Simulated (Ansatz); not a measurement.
**C3H8BCl2N: small, medium and large basis sets**

The task here is to estimate one member of a computed series from the others.

Method: one geometry, several basis sets; program: Ansatz 0.2.0, Gaussian basis.

Plan: PBE0-D4/def2-SVP; ωB97M-V/def2-SVP; PBE0-D4/def2-QZVPP; ωB97M-V/def2-QZVPP; the functionals' def2-TZVPP values are taken from earlier runs.

## The geometry

An earlier PBE0-D4 in a triple-zeta def2 set relaxation fixed the geometry.

SMILES `CCN(C)B(Cl)Cl`, 15 atoms, charge 0, spin multiplicity 1.

Atoms are counted from 1 here; the program's logs count them from 0.

Bond lengths: C1–C2 1.518 Å, C1–H8 1.092 Å, C1–H9 1.092 Å, C1–H10 1.092 Å, C2–N3 1.458 Å, C2–H11 1.090 Å, C2–H12 1.095 Å, N3–C4 1.448 Å, N3–B5 1.387 Å, C4–H13 1.094 Å, C4–H14 1.095 Å, C4–H15 1.087 Å, B5–Cl6 1.768 Å, B5–Cl7 1.770 Å. Angles: C2–C1–H8 110.4°, C2–C1–H9 111.8°, C2–C1–H10 110.3°, H8–C1–H9 108.3°, H8–C1–H10 108.2°, H9–C1–H10 107.8°, C1–C2–N3 112.9°, C1–C2–H11 109.8°, C1–C2–H12 110.3°, N3–C2–H11 108.8°, N3–C2–H12 107.7°, H11–C2–H12 107.1°, C2–N3–C4 113.5°, C2–N3–B5 122.7°, C4–N3–B5 123.7°, N3–C4–H13 110.7°, N3–C4–H14 110.3°, N3–C4–H15 110.6° and more.

Coordinates:

```
C    -0.6269   -0.3343    1.6977
C    -0.0803   -0.9370    0.4164
N     0.3275    0.0703   -0.5564
C    -0.7635    0.5619   -1.3720
B     1.6306    0.5357   -0.6517
Cl    2.1057    1.7684   -1.8273
Cl    2.9043   -0.0818    0.4101
H     0.1447    0.2496    2.2031
H    -1.4805    0.3196    1.5056
H    -0.9579   -1.1234    2.3767
H     0.7748   -1.5734    0.6425
H    -0.8364   -1.5708   -0.0585
H    -1.5666    0.9593   -0.7442
H    -1.1776   -0.2485   -1.9807
H    -0.4198    1.3539   -2.0320
```

Set-up of the first run:

File in.yaml:

```yaml
crystal:
  periodic: [false, false, false]
  atoms:
    - {symbol: C, position_ang: [-0.626929, -0.334259, 1.697682]}
    - {symbol: C, position_ang: [-0.080251, -0.936995, 0.416376]}
    - {symbol: N, position_ang: [0.327469, 0.070252, -0.556410]}
    - {symbol: C, position_ang: [-0.763546, 0.561926, -1.371996]}
    - {symbol: B, position_ang: [1.630614, 0.535715, -0.651745]}
    - {symbol: Cl, position_ang: [2.105694, 1.768391, -1.827274]}
    - {symbol: Cl, position_ang: [2.904321, -0.081839, 0.410117]}
    - {symbol: H, position_ang: [0.144747, 0.249593, 2.203138]}
    - {symbol: H, position_ang: [-1.480541, 0.319560, 1.505618]}
    - {symbol: H, position_ang: [-0.957875, -1.123372, 2.376695]}
    - {symbol: H, position_ang: [0.774804, -1.573382, 0.642524]}
    - {symbol: H, position_ang: [-0.836441, -1.570808, -0.058510]}
    - {symbol: H, position_ang: [-1.566637, 0.959263, -0.744189]}
    - {symbol: H, position_ang: [-1.177576, -0.248516, -1.980730]}
    - {symbol: H, position_ang: [-0.419752, 1.353871, -2.031995]}
basis:
  gaussian: {orbitals: def2-SVP}
hamiltonian: {xc: pbe0, dispersion: d4}
output: {orbitals: {seedname: orbitals}}
```

The run is started by

```sh
$ ansatz run in.yaml --threads 4 --pin off --events-out ev --progress --plain --max-ram 11315MiB
```

Among the steps run: PBE0-D4 in def2-SVP; ωB97M-V in def2-SVP; PBE0-D4 in def2-QZVPP; ωB97M-V in def2-QZVPP.

One table of the session follows, with a row left open; its other results are not shown here.

It belongs to the step «Density functionals: the series». 

| functional | basis | HOMO (eV) | LUMO (eV) |
| --- | --- | --- | --- |
| PBE0-D4 | def2-SVP | -7.38 | 0.58 |
| PBE0-D4 | def2-TZVPP | ? | ? |
| PBE0-D4 | def2-QZVPP | -7.50 | 0.14 |
| ωB97M-V | def2-SVP | -9.60 | 2.67 |
| ωB97M-V | def2-TZVPP | -9.72 | 2.20 |
| ωB97M-V | def2-QZVPP | -9.74 | 1.59 |

Q: Estimate the row for PBE0-D4, def2-TZVPP from the others.

**Answer.** HOMO (eV): -7.48; LUMO (eV): 0.25. In the column «HOMO (eV)» it lies between PBE0-D4, def2-QZVPP (-7.50) and PBE0-D4, def2-SVP (-7.38).
